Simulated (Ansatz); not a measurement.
# UCCSD(T)/def2-SVPD (core potential) run of C2H6In (SMILES C[In]C)

What is the vertical ionisation energy of C2H6In at UCCSD(T)/def2-SVPD (core potential)? 

The results are computed with Ansatz 0.2.0.

33 further runs of the same task are left out: 33 set aside as unsound or not needed.

**1. The system as given**

C2H6In has 9 atoms, charge 0, and is taken as a doublet. SMILES: `C[In]C`. Geometry: relaxed at PBE0-D4/def2-TZVP.

Bond lengths: C1–In2 2.198 Å, In2–C3 2.198 Å, C1–H4 1.093 Å, C1–H5 1.089 Å, C1–H6 1.093 Å, C3–H7 1.093 Å, C3–H8 1.089 Å, C3–H9 1.093 Å. Some angles: C1–In2–C3 117.7°, In2–C1–H4 108.5°, In2–C1–H5 112.1°, In2–C1–H6 108.5°, In2–C3–H7 108.5°, In2–C3–H8 112.1°, In2–C3–H9 108.5°, H4–C1–H5 109.5°, H4–C1–H6 108.7°, H5–C1–H6 109.5°.

**2. A single-point energy at UCCSD(T)/def2-SVPD (core potential)**

Input file job.yaml:

```yaml
crystal:
  periodic: [false, false, false]
  atoms:
    - {symbol: C, position_ang: [0.456290, 1.815870, 0.183390]}
    - {symbol: In, position_ang: [0.277560, 0.050300, -1.113490]}
    - {symbol: C, position_ang: [-0.450470, -1.814830, -0.206650]}
    - {symbol: H, position_ang: [-0.527030, 2.036110, 0.607180]}
    - {symbol: H, position_ang: [0.821920, 2.686500, -0.358540]}
    - {symbol: H, position_ang: [1.143860, 1.578810, 0.999510]}
    - {symbol: H, position_ang: [-1.445190, -1.633350, 0.208840]}
    - {symbol: H, position_ang: [-0.500920, -2.628420, -0.928380]}
    - {symbol: H, position_ang: [0.223960, -2.091000, 0.608130]}
basis:
  gaussian:
    orbitals: def2-SVPD
magnetization:
  spin_polarized: true
  initial_magnetization: 1
correlation:
  method: ccsd_t
  frozen_orbitals: {C: 1, H: 0, In: 4}
accuracy: high
scf:
  omitted_lower_state_checks: [cluster_reference, increment]
```

Run with:

```sh
$ ansatz run job.yaml --threads 1 --pin off --max-ram 3480MiB --events-out events.jsonl --progress --plain --runs-dir runs
```

The program printed, shortened:

```text
Warning: RAYON_NUM_THREADS=1 ignored (pool sized by the plan → 1); use --threads N
Functional definition: HF
  name "HF"
[...]
2623 factors; integrals over basis functions are off by at most 2.6e-9 eV
[...]
mean field -7301.95285906 eV, -268.3418181290 hartree, gradient 7.8e-8 eV, S^2 0.760424; 0 other end points of the search recorded, 0 dependent functions left out
6 core orbitals not correlated: weight in the atoms' cores, before any rotation towards them, 1.000 or more for the frozen orbitals, at most 0.000 for the correlated occupied ones
reference -7301.95285906 eV, -268.3418181290 hartree; 14, 13 occupied and 100, 101 virtual orbitals, 2623 factors
second order -10.68049311 eV of doubles, -0.00000000 eV of singles
cycle   1  -11.42047918 eV  change   -7.4e-1 eV  update   8.0e-2
[...]
cycle  22  -11.82153581 eV  change  -3.3e-10 eV  update   2.0e-9
perturbative correction -0.41033770 eV, -0.0150796323 hartree
Total energy: -7314.18473257 eV, -268.7913311894 hartree
Checks for a lower state left out: cluster_reference, increment
```

It took 4.9 min on 1 thread of Arm Neoverse V1, shared host; peak memory 2.9 GiB.

**3. The singlet cation**

Input file run.yaml:

```yaml
crystal:
  periodic: [false, false, false]
  atoms:
    - {symbol: C, position_ang: [0.456290, 1.815870, 0.183390]}
    - {symbol: In, position_ang: [0.277560, 0.050300, -1.113490]}
    - {symbol: C, position_ang: [-0.450470, -1.814830, -0.206650]}
    - {symbol: H, position_ang: [-0.527030, 2.036110, 0.607180]}
    - {symbol: H, position_ang: [0.821920, 2.686500, -0.358540]}
    - {symbol: H, position_ang: [1.143860, 1.578810, 0.999510]}
    - {symbol: H, position_ang: [-1.445190, -1.633350, 0.208840]}
    - {symbol: H, position_ang: [-0.500920, -2.628420, -0.928380]}
    - {symbol: H, position_ang: [0.223960, -2.091000, 0.608130]}
basis:
  gaussian: {orbitals: def2-SVPD}
total_charge: 1
accuracy: high
scf: {omitted_lower_state_checks: [cluster_reference, increment]}
correlation: {method: ccsd_t, frozen_orbitals: {C: 1, H: 0, In: 4}}
```

Run with:

```sh
$ ansatz run run.yaml --threads 1 --pin off --max-ram 3480MiB --events-out events.jsonl --progress --plain --runs-dir runs
```

The program printed, shortened:

```text
Warning: RAYON_NUM_THREADS=1 ignored (pool sized by the plan → 1); use --threads N
Functional definition: HF
  name "HF"
[...]
2622 factors; integrals over basis functions are off by at most 2.6e-9 eV
[...]
mean field -7295.45988839 eV, -268.1032058582 hartree, gradient 1.6e-8 eV, S^2 0.000000; 0 other end points of the search recorded, 0 dependent functions left out; unrestricted orbitals would lower it
6 core orbitals not correlated: weight in the atoms' cores, before any rotation towards them, 1.000 or more for the frozen orbitals, at most 0.000 for the correlated occupied ones
reference -7295.45988839 eV, -268.1032058582 hartree; 13, 13 occupied and 101, 101 virtual orbitals, 2622 factors
second order -10.49032656 eV of doubles, -0.00000000 eV of singles
cycle   1  -11.19247719 eV  change   -7.0e-1 eV  update   8.3e-2
[...]
cycle  22  -11.61111325 eV  change  -3.7e-10 eV  update  8.2e-10
perturbative correction -0.42828551 eV, -0.0157392022 hartree
Total energy: -7307.49928716 eV, -268.5456456021 hartree
Checks for a lower state left out: cluster_reference, increment
```

It took 78 s on 1 thread of Arm Neoverse V1, shared host; peak memory 1.3 GiB.

**4. Outcome**

At UCCSD(T)/def2-SVPD (core potential), 6 core orbitals frozen:

| quantity | value |
| --- | --- |
| doublet C2H6In: total energy | -268.79133 Eh |
| doublet C2H6In: correlation energy (6 core orbitals frozen) | -449.5 mEh |
| doublet C2H6In: (T) correction | -15.08 mEh |
| doublet C2H6In: ⟨S²⟩ of the reference determinant | 0.760 |
| doublet C2H6In: T1 diagnostic | 0.011 |
| singlet cation: total energy | -268.54565 Eh |
| singlet cation: correlation energy (6 core orbitals frozen) | -442.4 mEh |
| singlet cation: (T) correction | -15.74 mEh |
| singlet cation: T1 diagnostic | 0.012 |
| vertical ionisation energy (to the singlet cation) | 6.685 eV |

**Reading.** Removing an electron at fixed nuclei costs 6.69 eV (645 kJ/mol). Only the singlet of the ionised species was computed; a triplet could lie lower. The triples (doublet C2H6In) make up 3.4 % of the correlation energy. The restricted solution (singlet cation) is unstable to spin breaking: an unrestricted one lies lower. The triples (singlet cation) make up 3.6 % of the correlation energy.
